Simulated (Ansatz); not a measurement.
Geometry optimisation, DFT LDA, scalar-relativistic, plane waves, PAW (Ansatz 0.2.0).

Input file:

```yaml
crystal:
  lattice:
    - [8.1, 0.0, 0.0]
    - [0.0, 8.1, 0.0]
    - [0.0, 0.0, 8.1]
  atoms:
    - { symbol: Al, position: [0.5, 0.0, 0.0] }
    - { symbol: Al, position: [0.75, 0.25, 0.0] }
    - { symbol: Al, position: [0.75, 0.0, 0.25] }
    - { symbol: Al, position: [0.0, 0.0, 0.0] }
    - { symbol: Al, position: [0.25, 0.25, 0.0] }
    - { symbol: Al, position: [0.5, 0.5, 0.0] }
    - { symbol: Al, position: [0.75, 0.75, 0.0] }
    - { symbol: Al, position: [0.25, 0.0, 0.25] }
    - { symbol: Al, position: [0.5, 0.25, 0.25] }
    - { symbol: Al, position: [0.75, 0.5, 0.25] }
    - { symbol: Al, position: [0.5, 0.0, 0.5] }
    - { symbol: Al, position: [0.75, 0.25, 0.5] }
    - { symbol: Al, position: [0.75, 0.0, 0.75] }
    - { symbol: Al, position: [0.0, 0.5, 0.0] }
    - { symbol: Al, position: [0.25, 0.75, 0.0] }
    - { symbol: Al, position: [0.0, 0.25, 0.25] }
    - { symbol: Al, position: [0.25, 0.5, 0.25] }
    - { symbol: Al, position: [0.5, 0.75, 0.25] }
    - { symbol: Al, position: [0.0, 0.0, 0.5] }
    - { symbol: Al, position: [0.25, 0.25, 0.5] }
    - { symbol: Al, position: [0.5, 0.5, 0.5] }
    - { symbol: Al, position: [0.75, 0.75, 0.5] }
    - { symbol: Al, position: [0.25, 0.0, 0.75] }
    - { symbol: Al, position: [0.5, 0.25, 0.75] }
    - { symbol: Al, position: [0.75, 0.5, 0.75] }
    - { symbol: Al, position: [0.0, 0.75, 0.25] }
    - { symbol: Al, position: [0.0, 0.5, 0.5] }
    - { symbol: Al, position: [0.25, 0.75, 0.5] }
    - { symbol: Al, position: [0.0, 0.25, 0.75] }
    - { symbol: Al, position: [0.25, 0.5, 0.75] }
    - { symbol: Al, position: [0.5, 0.75, 0.75] }
    - { symbol: Al, position: [0.0, 0.75, 0.75] }
    - { symbol: Al, position: [0.1207597, 0.6222053, 0.8801266] }
basis:
  ecutwfc: 420.0
kpoints:
  mp_grid: { grid: [2, 2, 2] }
hamiltonian:
  xc: lda
  pseudopotentials: { kind: paw, azcp: { folder: soft_1 } }
scf:
  occupations: { method: fermi_dirac, width: 0.15 }
  lower_state_search: "off"
relax:
  f_tol: 0.08
  max_steps: 25
  adjacent_minimum: "off"
```

Command:

```bash
$ ansatz run input.yaml --threads 2 --pin off --max-ram 5120MiB --backend cpu --events-out ev --progress --plain --runs-dir out
```

Question: Where does it end, and by what steps?

Answer: The forces met the threshold. The threshold is loose, so the end isn't yet a minimum. The force dipped under the threshold on the way, but the program's further checks kept it going. Limits of this set-up: coarse k mesh, PAW files made for another functional. After 16 steps the energy has fallen by 17.077 eV; Al33 moved furthest, 1.38 Å. The start is strongly strained (largest force component 12 eV/Å), so its close contacts needn't be bonds. Parted: Al30–Al33 (1.79 → 3.06 Å). Joined: Al4–Al33 (3.36 → 2.56 Å), Al7–Al33 (3.32 → 2.54 Å), Al26–Al33 (3.32 → 2.53 Å).

| step | energy less start (eV) | largest force component (eV/Å) | accepted |
| --- | --- | --- | --- |
| 0 | 0.0000 | 11.581 | yes |
| 1 | -9.3213 | 6.201 | yes |
| 2 | -13.9244 | 2.532 | yes |
| 3 | -15.8665 | 0.679 | yes |
| 4 | -16.0236 | 0.030 | yes |
| 5 | -16.0236 | 0.031 | yes |
| 6 | -16.0252 | 0.040 | yes |
| 7 | -16.0268 | 0.052 | yes |
| 8 | -16.0359 | 0.225 | yes |
| 9 | -16.0474 | 0.248 | yes |
| 10 | -16.0950 | 0.503 | yes |
| 11 | -16.2139 | 0.493 | yes |
| 12 | -16.3927 | 0.619 | yes |
| 13 | -16.7206 | 0.412 | yes |
| 14 | -16.9663 | 0.259 | yes |
| 15 | -17.0768 | 0.062 | yes |
| 16 | -17.0768 | 0.062 | yes |

```xyz
33
Lattice="8.1000 0.0000 0.0000 0.0000 8.1000 0.0000 0.0000 0.0000 8.1000" Properties=species:S:1:pos:R:3
Al 4.106 0.108 -0.033
Al 5.957 1.944 -0.033
Al 6.074 -0.004 2.026
Al -0.007 0.272 0.001
Al 2.154 1.961 -0.034
Al 4.107 3.933 -0.030
Al 5.759 6.102 0.004
Al 2.066 -0.024 2.002
Al 4.056 2.023 2.040
Al 6.107 4.013 1.993
Al 4.065 0.016 4.033
Al 6.059 2.020 4.040
Al 6.095 -0.021 6.031
Al -0.034 3.388 0.025
Al 2.618 6.117 0.005
Al 0.034 1.944 2.140
Al 2.001 4.068 1.935
Al 4.111 6.036 2.122
Al 0.034 0.104 4.000
Al 2.081 2.033 4.040
Al 4.053 4.000 4.042
Al 5.979 6.036 3.997
Al 2.040 -0.048 6.060
Al 4.056 2.032 6.016
Al 6.153 4.058 6.089
Al -0.011 6.104 2.356
Al 0.029 3.933 3.996
Al 2.154 6.045 3.993
Al 0.034 1.960 5.942
Al 1.962 4.111 6.139
Al 4.111 6.044 5.942
Al -0.009 6.111 5.504
Al 0.180 5.820 7.945
```

Whether the end is a true minimum wasn't checked by a vibrational analysis.

The run took 2.2 min on 2 threads of Arm Neoverse V1, on a shared host, peak memory 0.93 GiB.
